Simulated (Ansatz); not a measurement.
Ni2SbTe:

```
Te Sb Ni
1.0
     3.96562    0.00000    0.00000
    -1.98281    3.43433    0.00000
     0.00000    0.00000    5.20348
Te Sb Ni
1 1 2
Cartesian
  0.0000 2.2896 0.0000
  1.9828 1.1448 2.6017
  0.0000 0.0000 1.3174
  0.0000 0.0000 3.8861
```

The cell comes from a database or a generator and needn't be the stable form of this composition.

Base run:

- Program: Ansatz 0.2.0
- Functional: PBE
- Potentials or basis: Ansatz PAW
- Cutoff: 420 eV (not typed: the program's choice for these potentials)
- k mesh: 7 × 7 × 5
- Occupations: fermi-dirac, width 0.05 eV
- Spin: collinear spin, ferromagnetic start
- Starting moments: [0.0, 0.0, 2.0, 2.0] μB
- Fixed moment: 4 μB

Its results: pressure 13.3 GPa; site moments Te +0.39; Sb +0.39; Ni +1.17 μB.

Q: After a change of settings the same cell gave: pressure 7.0 GPa; site moments Te +0.23; Sb +0.21; Ni +0.79 μB. Which change was it?
A. fixed moment from 4 μB to 1.5 μB; moments at the start from [0.0, 0.0, 2.0, 2.0] to [0.0, 0.0, 0.75, 0.75]
B. fixed moment from 4 μB to 3 μB; moments at the start from [0.0, 0.0, 2.0, 2.0] to [0.0, 0.0, 1.5, 1.5]
C. fixed moment from 4 μB to 2 μB; moments at the start from [0.0, 0.0, 2.0, 2.0] to [0.0, 0.0, 1.0, 1.0]
D. fixed moment from 4 μB to 2.5 μB; moments at the start from [0.0, 0.0, 2.0, 2.0] to [0.0, 0.0, 1.25, 1.25]

A: D.

Caveats: the total moment is fixed, so each spin has its own Fermi level; the thresholds are loose for stress.
